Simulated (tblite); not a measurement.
# C3H12ClNSi2: the cost of one run

Computed with tblite 0.8.0 and PySCF 2.14.0, with density-fitted response routines of our own, on a single molecule in the gas phase. Atoms are numbered from 0 throughout.

### Step 1. The starting structure

19 atoms, charge 0, multiplicity 1; geometry from: force field or distance geometry start.

Bonds of the start (Å): C0–Si1 1.84, Si1–N2 1.78, N2–C3 1.43, N2–Si4 1.77, Si4–C5 1.87, Si4–Cl6 2.07, C0–H7 1.10, C0–H8 1.10, C0–H9 1.13, Si1–H10 1.46, Si1–H11 1.49, C3–H12 1.11, C3–H13 1.11, C3–H14 1.11, Si4–H15 1.48, C5–H16 1.10, C5–H17 1.12, C5–H18 1.10.

### Step 2. Geometry optimisation with GFN2-xTB

Job settings and geometry (Å):

```
{"job": {"kind": "relax", "xc": "GFN2-xTB", "basis": "xTB"}, "charge": 0, "multiplicity": 1}
C     -2.086200     1.556200     0.662100
Si    -1.818600    -0.075200    -0.150400
N     -0.108300    -0.495600    -0.406200
C      0.150500    -1.897200    -0.437600
Si     1.033400     0.458200     0.546000
C      2.782600     0.203800    -0.070400
Cl     0.939300     0.056400     2.574000
H     -1.186000     2.053200     1.051100
H     -2.591600     2.251300    -0.024300
H     -2.778200     1.394200     1.535200
H     -2.472400    -0.046900    -1.454400
H     -2.518100    -1.100500     0.672100
H     -0.394700    -2.318700    -1.303200
H      1.247600    -2.090400    -0.482400
H     -0.330000    -2.344600     0.462100
H      0.712700     1.882700     0.327800
H      2.823900     0.377100    -1.160400
H      3.429100     0.938000     0.468600
H      3.155300    -0.792700     0.213100
```

Launch:

```sh
$ OMP_NUM_THREADS=1 python probes_run.py task.json out
```

The driver reads the jobs from task.json and runs them one after another.

**Question.** How long does this first job take on 1 thread of Arm Neoverse V2, shared host, and how much memory does it need?

About 1.1 s, with a peak of 0.18 GiB.
